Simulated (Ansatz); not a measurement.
What does this script print? It uses the Python package of Ansatz (0.2.0).

`clh2ssn_freq.py`:
```python
from dataclasses import dataclass

import ansatz
import numpy as np


@dataclass(frozen=True)
class RunConfig:
    basis: str = 'def2-SVP'
    xc: str = 'cam_b3lyp'


cfg = RunConfig()

GEOMETRY = '''
S    -1.49250   -0.74400   -0.42290
Sn    0.42350    0.31070    0.53150
Cl    1.76440   -1.36120    1.44550
H    -1.96020    0.55840   -0.86560
H     1.31460    1.16230   -0.72980
'''

molecule = ansatz.Crystal.molecule()
for line in GEOMETRY.strip().splitlines():
    symbol, *xyz = line.split()
    molecule = molecule.atom(symbol, [float(v) for v in xyz])

calculation = molecule.calculation()
calculation = calculation.basis(gaussian=cfg.basis).functional(cfg.xc)
calculation = calculation.spin('collinear', total=1)
symbols = [site.symbol for site in molecule.cartesian_sites]
start = np.array([site.position_ang for site in molecule.cartesian_sites], dtype=float)
def progress(event):
    if event['event'] == 'relax_step':
        row = event['data']
        print(f'step {row["step"]:3d}  E = {row["lagrangian_ev"]:.6f} eV  max force {row["allowed_force_max_ev_ang"]:.4f} eV/A')


summary = calculation.relax(force_tolerance=0.003).session().plan().execute(on_event=progress).report
end = np.array(summary['positions_ang'])

print('final positions (A) and the move of each atom')
for symbol, xyz, old in zip(symbols, end, start):
    print(f'{symbol:2s} {xyz[0]:10.5f} {xyz[1]:10.5f} {xyz[2]:10.5f}   {np.linalg.norm(xyz - old):7.4f}')

minimum = ansatz.Crystal.molecule()
for symbol, xyz in zip(symbols, end):
    minimum = minimum.atom(symbol, xyz.tolist())
vibrating = (
    minimum.calculation()
    .basis(gaussian=cfg.basis)
    .functional(cfg.xc)
    .spin('collinear', total=1)
    .phonons(temperatures=(100, 500, 100))
)
vib = vibrating.run(threads=1, backend='cpu').report['vibrations']
sums = vib['harmonic_sums']
modes = [m['omega_inv_cm'] for m in sums['modes_at_gamma'] if m['rigid_motion'] == 'no']
for number, w in enumerate(modes, start=1):
    print(f'mode {number:2d} {w:9.1f} 1/cm {w / 8065.544 * 1000:8.2f} meV')
print('imaginary modes:', sum(w < 0 for w in modes), ' zero-point energy:', round(sums['zero_point_energy_ev'], 4), 'eV')
print('T (K)   F_vib (eV)   S_vib (meV/K)   C_vib (meV/K)')
for row in zip(sums['temperatures_k'], sums['vibrational_free_energy_ev'], vib['entropy_ev_per_k'], vib['heat_capacity_ev_per_k']):
    print(f'{row[0]:6.1f} {row[1]:11.4f} {1000 * row[2]:13.4f} {1000 * row[3]:15.4f}')

heavier = vibrating.phonons(masses={'H': 2.014102}).run(threads=1, backend='cpu').report['vibrations']['harmonic_sums']
print('deuterated (1/cm):', ' '.join(f'{m["omega_inv_cm"]:.0f}' for m in heavier['modes_at_gamma'] if m['rigid_motion'] == 'no'))
print('zero-point energy falls by', round(sums['zero_point_energy_ev'] - heavier['zero_point_energy_ev'], 4), 'eV')
```

```console
$ python clh2ssn_freq.py
step   1  E = -29215.458764 eV  max force 1.8946 eV/A
step   2  E = -29215.607665 eV  max force 0.7395 eV/A
step   3  E = -29215.626664 eV  max force 0.0827 eV/A
step   4  E = -29215.626971 eV  max force 0.0933 eV/A
step   5  E = -29215.629362 eV  max force 0.0231 eV/A
step   6  E = -29215.629510 eV  max force 0.0174 eV/A
step   7  E = -29215.629875 eV  max force 0.0337 eV/A
step   8  E = -29215.630204 eV  max force 0.0240 eV/A
step   9  E = -29215.630343 eV  max force 0.0272 eV/A
step  10  E = -29215.630389 eV  max force 0.0230 eV/A
step  11  E = -29215.630407 eV  max force 0.0036 eV/A
step  12  E = -29215.630408 eV  max force 0.0014 eV/A
final positions (A) and the move of each atom
S    -1.54333   -0.68057   -0.34036    0.1158
Sn    0.43043    0.40565    0.59743    0.1158
Cl    1.76337   -1.39677    1.35706    0.0953
H    -1.94393    0.44990   -0.96285    0.1466
H     1.34326    1.14799   -0.69258    0.0491
mode  1      90.3 1/cm    11.20 meV
mode  2     145.9 1/cm    18.09 meV
mode  3     338.3 1/cm    41.94 meV
mode  4     368.7 1/cm    45.72 meV
mode  5     483.6 1/cm    59.96 meV
mode  6     511.4 1/cm    63.41 meV
mode  7     679.4 1/cm    84.24 meV
mode  8    1758.5 1/cm   218.03 meV
mode  9    2706.0 1/cm   335.50 meV
imaginary modes: 0  zero-point energy: 0.439 eV
T (K)   F_vib (eV)   S_vib (meV/K)   C_vib (meV/K)
 100.0      0.4350        0.1137          0.1710
 200.0      0.4149        0.2889          0.3462
 300.0      0.3777        0.4516          0.4528
 400.0      0.3254        0.5909          0.5136
 500.0      0.2602        0.7101          0.5541
deuterated (1/cm): 82 114 327 350 362 376 498 1249 1943
zero-point energy falls by 0.1103 eV
```

Notes:
- Total energies depend on the basis set; only differences at equal settings carry meaning.
- The frequencies are harmonic and unscaled, in a modest basis. The result belongs to the one conformer reached from this start, and soft torsions count as harmonic oscillators.
- def2 sets replace the cores of elements past krypton by effective core potentials.
- The species is open-shell (spin multiplicity 2).
- Run time: 2.6 min on 1 thread of Intel(R) Xeon(R) 6975P-C (Granite Rapids), with other jobs on the host, peak memory 0.33 GiB.

(Lines on the test bed's own set-up are left out of the output.)
